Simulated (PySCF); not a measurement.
# C₅H₁₁GeP: circular dichroism and optical rotation

Wanted: circular dichroism and optical rotation for C₅H₁₁GeP (`C=C[C@@H]1C[C@H]1[GeH2][PH2]`).

Computed with PySCF 2.14.0 and routines of our own; the level stands in each step. Atoms count from 0.

## 1. The starting structure

18 atoms, charge 0, multiplicity 1; geometry from: GFN2-xTB.

## 2. Circular dichroism and optical rotation: TDDFT CAM-B3LYP/def2-SVPD

Job settings and geometry (Å):

```
{"job": {"kind": "ecd", "xc": "CAM-B3LYP", "basis": "def2-SVPD", "nstates": 16}, "charge": 0, "multiplicity": 1}
C     -1.972876     0.085312    -2.246133
C     -1.840749    -0.086753    -0.941099
C     -0.634423    -0.618092    -0.295678
C     -0.751874    -1.429072     0.960748
C     -0.186982    -0.046586     1.031449
Ge     1.727964     0.237522     1.336585
P      2.385071     2.321444     0.609381
H     -1.181577    -0.167218    -2.933025
H     -2.873759     0.482349    -2.680443
H     -2.649643     0.177002    -0.271103
H      0.148524    -0.912641    -0.988399
H     -1.739318    -1.600309     1.364975
H     -0.080965    -2.267929     1.079428
H     -0.841073     0.710666     1.449599
H      2.029423     0.095594     2.812807
H      2.456526    -0.926314     0.688793
H      3.733492     1.990170     0.636087
H      2.263479     1.961174    -0.725601
```

Level: TDDFT CAM-B3LYP/def2-SVPD circular dichroism and optical rotation, one conformer, gas phase.

The run is started by

```
$ OMP_NUM_THREADS=1 python excited_run.py task.json out
```

One launch serves the whole session: the jobs run in the order shown.

What it wrote:

```text
coarse grid: 66920 points
cycle   1  E = -2614.9160090293  dE =  2.985e-01  |g| = 4.728e-01  |ddm| = 7.385e+00
cycle   2  E = -2614.9310440983  dE = -1.504e-02  |g| = 4.492e-01  |ddm| = 1.438e+00
cycle   3  E = -2614.9581453518  dE = -2.710e-02  |g| = 3.296e-02  |ddm| = 6.635e-01
cycle   4  E = -2614.9583487627  dE = -2.034e-04  |g| = 1.618e-02  |ddm| = 1.118e-01
cycle   5  E = -2614.9584169950  dE = -6.823e-05  |g| = 3.153e-03  |ddm| = 4.432e-02
cycle   6  E = -2614.9584196298  dE = -2.635e-06  |g| = 1.357e-03  |ddm| = 9.139e-03
final grid: 140096 points
cycle   7  E = -2614.9583343584  dE =  6.124e-08  |g| = 1.721e-03  |ddm| = 1.319e-02
cycle   8  E = -2614.9583338755  dE =  4.829e-07  |g| = 2.202e-03  |ddm| = 6.790e-03
cycle   9  E = -2614.9583351254  dE = -1.250e-06  |g| = 8.816e-05  |ddm| = 3.780e-03
cycle  10  E = -2614.9583351274  dE = -1.990e-09  |g| = 2.480e-05  |ddm| = 2.053e-04
cycle  11  E = -2614.9583351276  dE = -2.865e-10  |g| = 1.125e-05  |ddm| = 1.109e-04
converged SCF energy = -2614.9583351276

Singlet excitations and rotatory strengths (1e-40 esu^2 cm^2)
state   eV       nm     f(len)   f(vel)    R(len)    R(vel)   main configurations
  1   6.7566   183.5  0.01927  0.02045    24.999    25.833   H-1->L+3 0.37, H-1->L+5 0.33, H-1->L 0.13
  2   6.7721   183.1  0.03737  0.03697  -131.502  -136.258   H-1->L 0.49, H-1->L+1 0.23
  3   6.7901   182.6  0.37342  0.37212   390.697   394.647   H->L+2 0.35, H-1->L+1 0.24, H->L 0.19
  4   6.8971   179.8  0.17977  0.19344   117.878   126.071   H->L 0.30, H->L+2 0.21, H->L+4 0.18
  5   6.9751   177.8  0.35798  0.36083  -328.319  -328.747   H-1->L+1 0.28, H->L+2 0.27, H-1->L 0.15
  6   6.9866   177.5  0.00073  0.00096    -0.030    -0.048   H->L+1 0.35, H->L+3 0.28, H->L+5 0.26
  7   7.0911   174.8  0.01923  0.02573    -9.101   -10.757   H->L 0.23, H->L+3 0.21, H->L+1 0.20
  8   7.4395   166.7  0.00783  0.00910    -6.208    -6.615   H->L+1 0.20, H->L+4 0.20, H->L+6 0.19
  9   7.4836   165.7  0.00693  0.00711     7.205     7.269   H-1->L+4 0.24, H-1->L+2 0.20, H-1->L+6 0.20
 10   7.6330   162.4  0.00599  0.00521     0.673     0.385   H->L+6 0.51, H->L+4 0.24
 11   7.7099   160.8  0.05733  0.05916   -22.733   -22.951   H-2->L 0.68
 12   7.7707   159.6  0.01713  0.01700    -6.668    -6.281   H->L+5 0.48, H->L+3 0.21
 13   7.8589   157.8  0.01815  0.01804    12.934    12.934   H-1->L+2 0.23, H-2->L+2 0.20, H-1->L+8 0.16
 14   8.0060   154.9  0.08943  0.09386   -65.059   -68.547   H-2->L+1 0.78
 15   8.0975   153.1  0.01853  0.02018   -11.875   -11.954   H-1->L+8 0.25, H-2->L+2 0.24
 16   8.1786   151.6  0.00845  0.00680    -7.185    -5.518   H->L+7 0.42, H->L+9 0.11

Specific rotation (deg / (dm g/mL))
    nm     length   length(OI)   velocity    alpha(len)  alpha(vel)
  633.0      84.87      85.61      87.98      121.665    123.067
  589.3     101.19     102.08     105.00      122.318    123.733
  546.0     122.84     123.92     127.61      123.140    124.572
  436.0     228.77     230.83     238.64      126.629    128.132
  405.0     286.89     289.50     299.74      128.263    129.800
  365.0     405.59     409.34     424.71      131.181    132.778
  355.0     447.81     451.97     469.20      132.113    133.730
```

Run time: 3.7 min. Hardware: 1 thread of Arm Neoverse V1, shared host; peak memory 1.3 GiB.

The fields below are evaluated on a grid from the run's orbitals.

Frontier orbitals at CAM-B3LYP/def2-SVPD, with the share of their density that lies nearest to each atom:

```
orbital  energy (eV)                                     lies on
   HOMO        -8.25    C0 30 %; C1 19 %; C2, C4 about 11 % each
   LUMO         0.90  H14, H15 about 19 % each; P6 16 %; Ge5 9 %
```

ELF in a plane through or near 6 of the atoms.

Ten even steps from ' ' (0.00) to '@' (1.00):
```
                                                        
                                                        
                                                        
                              ::++++::                  
            ..::..        ::::**@@@@**                  
          ++%%@@**..    ..++++##@@@@++                  
        ..%%@@@@%%--..  --**::==%%**..                  
        ..##@@@@**::::==++##==++##::                    
          ::++==::**--++##==**==++++------::            
            ::::==**++==****##----%%++**++==::          
            ..--::::..::::--**++##**==%%##++::          
        --==--==**++--..  ..------++%%##****==..        
      ##@@@@@@**====::            ++**##==@@@@++        
      %%@@@@@@####@@@@##        ..==****##@@@@**        
      ++@@@@%%==%%@@@@@@--      ..--======**##--        
        ::--::..%%@@@@@@--          ....                
                ==%%%%++                                
                                                        
                                                        
                                                        
```
The map spans 13.0 Å across and 10.0 Å up, centred on the molecule. Atoms in the plane (x, y in Å): C0 (2.7, -1.3), C2 (0.8, 0.3), C3 (0.5, 1.8), Ge5 (-2.1, 0.4), H16 (-3.9, -1.7), H17 (-2.0, -2.4).

On the surface of density 0.002 e/bohr³ the electrostatic potential runs, from the 1st to the 99th percentile, from -0.71 V near P6 to 0.83 V near H14.

## 3. Results

| quantity | value |
| --- | --- |
| state of largest rotatory strength (velocity form) among 16 (step 2, TDDFT CAM-B3LYP/def2-SVPD) | 6.79 eV, R = +394.6 (velocity), +390.7 (length) ·10⁻⁴⁰ esu² cm² |
| specific rotation at 633.0 nm (step 2, TDDFT CAM-B3LYP/def2-SVPD) | 88.0 (velocity), 84.9 (length) |
| surface potential, 1st and 99th percentile | -0.71 V and 0.83 V |

What this shows: Steps that list no spin-orbit terms leave them out, which matters at and beside the heavy atoms. Rotations belong to one conformer.
